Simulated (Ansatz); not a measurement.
K₂Pt, space group Fm-3m, a surface slab

Computed with Ansatz 0.2.0, Python API.

`k2pt_slab.py`:
```python
"""Slab calculation for K2Pt."""

from dataclasses import dataclass

import ansatz as az
from ase import Atoms
from ase.build import surface
from ase.constraints import FixAtoms
import numpy as np


@dataclass
class Options:
    cutoff_ev: int = 420
    functional: str = "pbesol"
    sigma: float = 0.1


cfg = Options()

atoms = Atoms(
    ["K", "K", "Pt"],
    scaled_positions=[
        (0.75, 0.75, 0.75),
        (0.25, 0.25, 0.25),
        (0.0, 0.0, 0.0),
    ],
    cell=[
        (0.0, 3.781463, 3.781463),
        (3.781463, 0.0, 3.781463),
        (3.781463, 3.781463, 0.0),
    ],
    pbc=True,
)
# the plane is named in the basis of this cell
slab = surface(atoms, (1, 0, 0), 2, vacuum=6.0)
slab.pbc = True

print(slab.get_chemical_formula(), "area {:.3f} A^2, cell height {:.2f} A".format(np.linalg.norm(np.cross(slab.cell[0], slab.cell[1])), slab.cell[2, 2]))
# hold the lower half
slab.set_constraint(FixAtoms(mask=slab.positions[:, 2] < slab.positions[:, 2].mean()))


def prepared(structure):
    return (
        az.Crystal.from_ase(structure).calculation()
        .basis(cfg.cutoff_ev)
        .functional(cfg.functional)
        .occupations(az.OccupationsMethod.COLD, width=cfg.sigma)
    )


setup = prepared(slab)
setup = setup.kpoints(4, 4, 1)
setup = setup.electric_field(axis=3, dipole_correction=True)
setup = setup.relax(force_tolerance=0.03, max_steps=30)
out = setup.run(threads=1, backend="cpu")
r = out.report

print(f"slab free energy {r['free_energy_ev']:.4f} eV, Fermi level {r['fermi_energy_ev']:.3f} eV")
for key, value in r["work_function"].items():
    if isinstance(value, float):
        print(f"{key:34s} {value:12.5f}")

print("atom   z before  z after (A)")
for atom, site in zip(slab, out.lattice.sites):
    print(f"{atom.symbol:3s} {atom.z:9.3f} {site.position_ang[2]:9.3f}")
```

Running `python k2pt_slab.py` prints:
```text
K4Pt2 area 24.767 A^2, cell height 19.64 A
RunWarning: efield: at this solve's end the planar-averaged density reaches 2.36e-4 e/Å³ inside the ramp window [0.8991, 0.1009] (bound 1e-5 e/Å³); the window's nearer edge stands 4.02 Å from this [...]
slab free energy -30827.8879 eV, Fermi level 0.057 eV
ramp_position                           0.95000
ramp_width                              0.10000
amplitude_v_ang                         0.00000
dipole_field_v_ang                      0.16347
dipole_moment_e_ang                     0.43946
phi_plus_ev                             2.63071
phi_minus_ev                            5.84817
vacuum_level_plus_ev                    2.68745
vacuum_level_minus_ev                   5.90492
flatness_plus_ev_ang                    0.03908
flatness_minus_ev_ang                   0.00212
ramp_density_extremum_e_ang3            0.00030
ramp_density_minimum_e_ang3             0.00000
ramp_density_bound_e_ang3               0.00001
ramp_density_effective_e_ang3           0.00030
plane_spacing_ang                       0.14549
atom   z before  z after (A)
K       9.275     9.275
K       7.092     7.092
Pt      6.000     6.000
K      13.641    13.727
K      11.458    11.116
Pt     10.366    10.643
```
(Warnings from the package without file and line, shortened, repeats left out.)

Caveats:
- Total energies depend on the potentials; only differences at equal settings carry meaning. A total without «per atom» is that of the cell as typed.
- The density doesn't vanish in the vacuum (a short gap or a low cutoff), which blurs the vacuum level.
- For a metal this k-point mesh is coarse: on a finer one energies can move by several to tens of meV an atom and pressures by half a GPa or more, differences at one mesh by less.
- An absolute Fermi energy rests on an arbitrary zero of the periodic potential and has no direct meaning.
- Spin-orbit coupling, which matters for elements this heavy, is left out.
- This cell is a computed structure, which may not be the phase found in nature.
- The slab is thin and cut from the structure as given; a cut can leave two unlike or polar faces, and the surface energy is then their mean. Miller indices refer to the vectors of the cell as typed, and the lattice isn't relaxed for this functional, so relaxation and surface energy can hold strain.
- It ran for 15 s on 1 thread of Intel(R) Xeon(R) 6975P-C (Granite Rapids), with other jobs on the host, peak memory 0.69 GiB.

(Lines on the test bed's own set-up are left out of the output.)
